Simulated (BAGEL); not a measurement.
# SiH2O2F2 (SMILES O[Si](O)(F)F), step by step

Wanted: the energy (HF/def2-SVP), then a single-point energy (NEVPT2(2,2)/def2-SVP), then the energy (CASPT2(2,2)/def2-SVP) of SiH2O2F2. 

Program for the calculation: BAGEL 1.2.2.

2 further runs of the same task are left out: 2 set aside as unsound or not needed.

### 1 The structure to begin with

The species is SiH2O2F2 (7 atoms), meant as a singlet with charge 0. As SMILES, `O[Si](O)(F)F`. The O1–Si2 distance was set to 4.506 Å, away from the relaxed value. At this shape a bond of the SMILES string is far longer than usual.

Bond lengths: Si2–O3 1.609 Å, Si2–F4 1.583 Å, Si2–F5 1.583 Å, O1–H6 0.957 Å, O3–H7 0.957 Å. Angles: O3–Si2–F4 110.1°, O3–Si2–F5 112.2°, F4–Si2–F5 104.9°, Si2–O3–H7 118.9°.

### 2 A single-point energy at HF/def2-SVP (density fitting with svp-jkfit) (run 1)

input.json reads:

```json
{ "bagel" : [

{
  "title" : "molecule",
  "basis" : "svp",
  "df_basis" : "svp-jkfit",
  "angstrom" : false,
  "geometry" : [
    { "atom" : "O", "xyz" : [ -5.90434912,  2.40983734,  5.31497945 ] },
    { "atom" : "Si", "xyz" : [ -0.02097596, -0.03420404, -0.33504844 ] },
    { "atom" : "O", "xyz" : [  2.49670616, -0.73056812,  1.22208588 ] },
    { "atom" : "F", "xyz" : [ -0.91368258, -2.38615718, -1.95322092 ] },
    { "atom" : "F", "xyz" : [  0.44975482,  2.13879203, -2.33589046 ] },
    { "atom" : "H", "xyz" : [ -7.23906268,  3.50304390,  4.77017141 ] },
    { "atom" : "H", "xyz" : [  3.68288724, -1.88689154,  0.49510824 ] }
  ]
},
{
  "title" : "hf"
},
{
  "title" : "print",
  "file" : "orbitals.molden",
  "orbitals" : true
}

]}
```

Started as:

```sh
$ BAGEL_NUM_THREADS=1 BAGEL input.json > input.out
```

Output:

```text
* using 1 threads per process

  ===============================================================
  ===============================================================

  *** Geometry ***

  { "atom" : "O", "xyz" : [     -5.904349,      2.409837,      5.314979 ] },
  { "atom" : "Si", "xyz" : [     -0.020976,     -0.034204,     -0.335048 ] },
  { "atom" : "O", "xyz" : [      2.496706,     -0.730568,      1.222086 ] },
  { "atom" : "F", "xyz" : [     -0.913683,     -2.386157,     -1.953221 ] },
  { "atom" : "F", "xyz" : [      0.449755,      2.138792,     -2.335890 ] },
  { "atom" : "H", "xyz" : [     -7.239063,      3.503044,      4.770171 ] },
  { "atom" : "H", "xyz" : [      3.682887,     -1.886892,      0.495108 ] },

  Number of auxiliary basis functions:      472

  Since a DF basis is specified, we compute 2- and 3-index integrals:
    o Being stored without compression. Storage requirement is 0.027 GB

  Number of basis functions:       84
  Number of electrons      :       50

    * METHOD: MOLECULE                             0.21

  *** RHF ***

  === Nuclear Repulsion ===
   221.1882430176

      * DIIS with orbital gradients will be used.

  === RHF iteration (svp) ===
      0       -637.59754251          0.03053919           0.07
      1       -633.29672023          0.05066382           0.07
      2       -637.88201731          0.01956612           0.07
      3       -638.02863244          0.01154958           0.07
      4       -638.10780835          0.00429917           0.07
      5       -638.16087834          0.00471649           0.07
      6       -638.13324251          0.00873324           0.07
      7       -638.13282776          0.00880162           0.07
      8       -638.14936093          0.00698379           0.07
      9       -638.16974782          0.00357763           0.07
     10       -638.17694519          0.00008091           0.07
     11       -638.17695319          0.00002961           0.07
     12       -638.17695417          0.00001815           0.07
     13       -638.17695461          0.00000833           0.07
     14       -638.17695479          0.00000373           0.07
     15       -638.17695485          0.00000251           0.06
     16       -638.17695485          0.00000201           0.07
     17       -638.17695486          0.00000081           0.06
     18       -638.17695486          0.00000061           0.07
     19       -638.17695486          0.00000058           0.07
     20       -638.17695487          0.00000054           0.06
     21       -638.17695488          0.00000043           0.06
     22       -638.17695489          0.00000026           0.06
     23       -638.17695489          0.00000015           0.06
     24       -638.17695489          0.00000014           0.06
     25       -638.17695489          0.00000006           0.06
     26       -638.17695489          0.00000002           0.06
     27       -638.17695489          0.00000001           0.07
    * SCF iteration converged.

    * Permanent dipole moment:
           (   -1.486542,     0.643643,     1.458233) a.u.

    * METHOD: HF                                   2.01

    * METHOD: PRINT                                0.02

  ===============================================================
```

It took 2.4 s on 1 thread of Arm Neoverse V1, shared host; peak memory 0.15 GiB.

### 3 A single-point energy at NEVPT2(2,2)/def2-SVP (density fitting with svp-jkfit) (run 2)

job.json reads:

```json
{ "bagel" : [

{
  "title" : "molecule",
  "basis" : "svp",
  "df_basis" : "svp-jkfit",
  "angstrom" : false,
  "geometry" : [
    { "atom" : "O", "xyz" : [ -5.90434912,  2.40983734,  5.31497945 ] },
    { "atom" : "Si", "xyz" : [ -0.02097596, -0.03420404, -0.33504844 ] },
    { "atom" : "O", "xyz" : [  2.49670616, -0.73056812,  1.22208588 ] },
    { "atom" : "F", "xyz" : [ -0.91368258, -2.38615718, -1.95322092 ] },
    { "atom" : "F", "xyz" : [  0.44975482,  2.13879203, -2.33589046 ] },
    { "atom" : "H", "xyz" : [ -7.23906268,  3.50304390,  4.77017141 ] },
    { "atom" : "H", "xyz" : [  3.68288724, -1.88689154,  0.49510824 ] }
  ]
},
{
  "title" : "hf"
},
{
  "title" : "nevpt2",
  "nstate" : 1,
  "nact" : 2,
  "nclosed" : 24,
  "active" : [25, 26],
  "maxiter" : 200,
  "natocc" : true,
  "ncore" : 9
},
{
  "title" : "print",
  "file" : "orbitals.molden",
  "orbitals" : true
}

]}
```

Started as:

```sh
$ BAGEL_NUM_THREADS=1 BAGEL job.json > job.out
```

Output:

```text
* using 1 threads per process

  ===============================================================
  ===============================================================

  *** Geometry ***

  { "atom" : "O", "xyz" : [     -5.904349,      2.409837,      5.314979 ] },
  { "atom" : "Si", "xyz" : [     -0.020976,     -0.034204,     -0.335048 ] },
  { "atom" : "O", "xyz" : [      2.496706,     -0.730568,      1.222086 ] },
  { "atom" : "F", "xyz" : [     -0.913683,     -2.386157,     -1.953221 ] },
  { "atom" : "F", "xyz" : [      0.449755,      2.138792,     -2.335890 ] },
  { "atom" : "H", "xyz" : [     -7.239063,      3.503044,      4.770171 ] },
  { "atom" : "H", "xyz" : [      3.682887,     -1.886892,      0.495108 ] },

  Number of auxiliary basis functions:      472

  Since a DF basis is specified, we compute 2- and 3-index integrals:
    o Being stored without compression. Storage requirement is 0.027 GB

  Number of basis functions:       84
  Number of electrons      :       50

    * METHOD: MOLECULE                             0.21

  *** RHF ***

  === Nuclear Repulsion ===
   221.1882430176

      * DIIS with orbital gradients will be used.

  === RHF iteration (svp) ===
      0       -637.59754251          0.03053919           0.07
      1       -633.29672023          0.05066382           0.06
      2       -637.88201731          0.01956612           0.06
[... 24 lines of this table left out ...]
     27       -638.17695489          0.00000001           0.07
    * SCF iteration converged.

    * Permanent dipole moment:
           (   -1.486542,     0.643643,     1.458233) a.u.

    * METHOD: HF                                   2.00

    * freezing 9 orbitals
  ---------------------------
      CASSCF calculation
  ---------------------------

    ==== Active orbitals : =====
         Orbital 25
         Orbital 26
    ============================

    * nstate   :      1
    * nclosed  :     24
    * nact     :      2
    * nvirt    :     58
  === CASSCF iteration (svp) ===

    * Using the second-order algorithm

      0  0      -638.36098926     1.15e-02      0.02

      1  0      -638.38541759     2.79e-04      0.49
[... 11 lines of this table left out ...]
      7  0      -638.38543706     1.73e-09      0.44

    * Second-order optimization converged. *

     guess   0:   closed 1.                   open ..

  === FCI iteration ===

      0  0      -638.14606521     1.29e-01      0.00
      1  0      -638.37428487     3.55e-02      0.00
      2  0 *    -638.38543706     5.13e-16      0.00

     * ci vector, state   0, <S^2> = 0.0000
       2.     0.7235471175
       .2    -0.6902749950

  === DF-NEVPT2 calculation ===

    * 3-index integral transformation done
    * assembly done

      NEVPT2 correlation energy:   -0.7793152991      0.21

          (+0)     -0.6964319380
          (+0)'    -0.0097470803
          (+1)     -0.0216266836
          (+1)'    -0.0000000000
          (+2)     -0.0000045433
          (-1)     -0.0514962239
          (-1)'     0.0000000000
          (-2)     -0.0000088298

      NEVPT2 total energy:       -639.1647523585

    * METHOD: NEVPT2                               3.85

    * METHOD: PRINT                                0.02

  ===============================================================
```

It took 6.3 s on 1 thread of Arm Neoverse V1, shared host; peak memory 0.15 GiB.

### 4 The energy at CASPT2(2,2)/def2-SVP (density fitting with svp-jkfit) (run 3)

job.json reads:

```json
{ "bagel": [

{
  "title": "molecule",
  "basis": "svp",
  "df_basis": "svp-jkfit",
  "geometry": [
    { "atom": "O", "xyz": [    -5.90434912,     2.40983734,     5.31497945 ] },
    { "atom": "Si", "xyz": [    -0.02097596,    -0.03420404,    -0.33504844 ] },
    { "atom": "O", "xyz": [     2.49670616,    -0.73056812,     1.22208588 ] },
    { "atom": "F", "xyz": [    -0.91368258,    -2.38615718,    -1.95322092 ] },
    { "atom": "F", "xyz": [     0.44975482,     2.13879203,    -2.33589046 ] },
    { "atom": "H", "xyz": [    -7.23906268,     3.50304390,     4.77017141 ] },
    { "atom": "H", "xyz": [     3.68288724,    -1.88689154,     0.49510824 ] }
  ]
},

{ "title": "hf" },

{ "title": "casscf", "nstate": 1, "nact": 2, "nclosed": 24, "active": [25, 26], "maxiter": 200, "natocc": true },

{ "title": "print", "file": "orbitals.molden", "orbitals": true },

{ "title": "smith", "method": "caspt2", "ms": true, "xms": true, "sssr": true, "shift": 0.2, "shift_imag": true, "ncore": 9 }

]}
```

Started as:

```sh
$ BAGEL_NUM_THREADS=1 BAGEL job.json > job.out
```

Output:

```text
* using 1 threads per process

  ===============================================================
  ===============================================================

  *** Geometry ***

  { "atom" : "O", "xyz" : [     -5.904349,      2.409837,      5.314979 ] },
  { "atom" : "Si", "xyz" : [     -0.020976,     -0.034204,     -0.335048 ] },
  { "atom" : "O", "xyz" : [      2.496706,     -0.730568,      1.222086 ] },
  { "atom" : "F", "xyz" : [     -0.913683,     -2.386157,     -1.953221 ] },
  { "atom" : "F", "xyz" : [      0.449755,      2.138792,     -2.335890 ] },
  { "atom" : "H", "xyz" : [     -7.239063,      3.503044,      4.770171 ] },
  { "atom" : "H", "xyz" : [      3.682887,     -1.886892,      0.495108 ] },

  Number of auxiliary basis functions:      472

  Since a DF basis is specified, we compute 2- and 3-index integrals:
    o Being stored without compression. Storage requirement is 0.027 GB

  Number of basis functions:       84
  Number of electrons      :       50

    * METHOD: MOLECULE                             0.21

  *** RHF ***

[... 11 lines left out ...]
    * SCF iteration converged.
[... 1 line left out ...]
    * Permanent dipole moment:
[... 27 lines left out ...]
    * Second-order optimization converged. *
[... 9 lines left out ...]
     * ci vector, state   0, <S^2> = 0.0000
[... 16 lines left out ...]
    * Zeroth order energy : state  0       -0.3938104142

    * CASPT2 iteration is performed using orthogonal basis

      -------------------------------------------  CASPT2 iteration  ---------------------------------------------------
       #      aibj      arbs      arbi      airj      risj      airs      arst      rist         Etot      error   time
      ------------------------------------------------------------------------------------------------------------------

       0  -0.69491  -0.00001  -0.05628  -0.02368  -0.00001  -0.00963   0.00000   0.00000   -0.7845169  0.0004057   0.12
       1  -0.69491  -0.00001  -0.05633  -0.02369  -0.00001  -0.00965  -0.00000   0.00000   -0.7846038  0.0000268   0.11
       2  -0.69491  -0.00001  -0.05633  -0.02369  -0.00001  -0.00965  -0.00000  -0.00000   -0.7846043  0.0000022   0.11
       3  -0.69491  -0.00001  -0.05633  -0.02369  -0.00001  -0.00965  -0.00000  -0.00000   -0.7846043  0.0000003   0.11

      ------------------------------------------------------------------------------------------------------------------

    * CASPT2 energy : state  0     -639.1721548776
        w/o shift correction       -639.1700413560
        reference weight              0.8427507365

    * METHOD: SMITH                                0.72

  ===============================================================
```

Run time: 6.9 s. Hardware: 1 thread of Arm Neoverse V1, shared host; peak memory 0.22 GiB.

### 5 What came out

| quantity | value |
| --- | --- |
| run 1, HF/def2-SVP: total energy | -638.17695 Eh |
| run 1, HF/def2-SVP: dipole moment | 5.54 D |
| run 1, HF/def2-SVP: HOMO energy | -7.50 eV |
| run 1, HF/def2-SVP: LUMO energy | -3.31 eV |
| run 1, HF/def2-SVP: HOMO–LUMO gap | 4.19 eV |
| run 2, NEVPT2(2,2)/def2-SVP: total energy | -639.16475 Eh |
| run 3, CASPT2(2,2)/def2-SVP: total energy | -639.17215 Eh |

**Reading.** One bond (run 1, HF/def2-SVP) is far stretched, which a spin-restricted single reference describes badly; a broken-symmetry solution may lie lower.
